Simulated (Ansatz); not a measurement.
Task: a ladder of methods at one geometry of BrF₃Ti, SMILES [F][Ti]([F])([F])[Br], with Ansatz 0.2.0 through its Python package. Give the script and its output. Settings (for the species named): r2SCAN, def2-SVP basis, multiplicity 1. The script varies functional: r2scan, blyp, lda, hse06, lc_wpbe.

```yaml
atoms:
  - { symbol: F, position_ang: [-1.0007, -0.5749, 1.5867] }
  - { symbol: Ti, position_ang: [-0.0024, -0.1225, 0.0197] }
  - { symbol: F, position_ang: [1.8074, -0.5583, 0.3424] }
  - { symbol: F, position_ang: [-0.5652, -1.1316, -1.4769] }
  - { symbol: Br, position_ang: [-0.1892, 2.3136, -0.5132] }
```

`methods.py`:
```python
'''One geometry of BrF3Ti, method by method.'''

from pathlib import Path

import ansatz as az
from ase import Atoms
import numpy as np

atoms = Atoms(['F', 'Ti', 'F', 'F', 'Br'], positions=[
    [-1.0007, -0.5749, 1.5867],
    [-0.0024, -0.1225, 0.0197],
    [1.8074, -0.5583, 0.3424],
    [-0.5652, -1.1316, -1.4769],
    [-0.1892, 2.3136, -0.5132],
])
brf3ti = az.Crystal.molecule_from_ase(atoms)

calc = brf3ti.calculation().basis(gaussian='def2-SVP')

print('functional    E (Ha)        dipole (D)   HOMO (eV)  LUMO (eV)')
for name in ['r2scan', 'blyp', 'lda', 'hse06', 'lc_wpbe']:
    report = calc.functional(name).forces().orbitals().run(threads=1, pin='off', runs_dir='runs').report
    lines = Path(report['orbitals_path']).read_text().splitlines()
    field_of = lambda key: [line.split('=')[1].strip() for line in lines if line.startswith(key)]
    orbitals = [(27.211386 * float(e), s, float(n)) for e, s, n in zip(field_of('Ene='), field_of('Spin='), field_of('Occup='))]
    homo = max(e for e, _, n in orbitals if n > 0.5)
    lumo = min(e for e, _, n in orbitals if n < 0.5)
    dipole = 4.803205 * np.linalg.norm(report['charge_distribution']['dipole_moment_e_ang'])
    print(f'{name:10s} {report["free_energy_ev"] / 27.211386246:14.6f} {dipole:9.3f} {homo:11.3f} {lumo:10.3f}')
```

Output of `python methods.py`:
```text
functional    E (Ha)        dipole (D)   HOMO (eV)  LUMO (eV)
r2scan       -3722.595808     0.789      -8.538     -5.665
blyp         -3722.801434     0.804      -7.826     -5.216
lda          -3715.260597     0.839      -8.235     -5.610
hse06        -3721.922914     0.966      -9.117     -5.360
lc_wpbe      -3722.004499     0.429     -12.080     -2.898
```

What to keep in mind:
- Total energies depend on the basis set; only differences at equal settings carry meaning.
- The geometry is a force-field or estimated start, not a minimum of this method, and the basis set is short of its limit. A lower total doesn't mark the better method: functionals have no common bound, and MP2 and coupled cluster aren't variational.
- Levels such as HOMO and LUMO are orbital energies: with these approximate functionals they aren't the ionisation energy and electron affinity, and their gap isn't the fundamental gap.
- hse06 follows the composition of plane-wave codes, whose totals differ by tens of mHa, up to about 0.1 Ha, from the form usual in Gaussian-basis programs (wpbeh).
- The whole script took 30 s on 1 thread of Arm Neoverse V2 (shared host), peak memory 0.33 GiB.
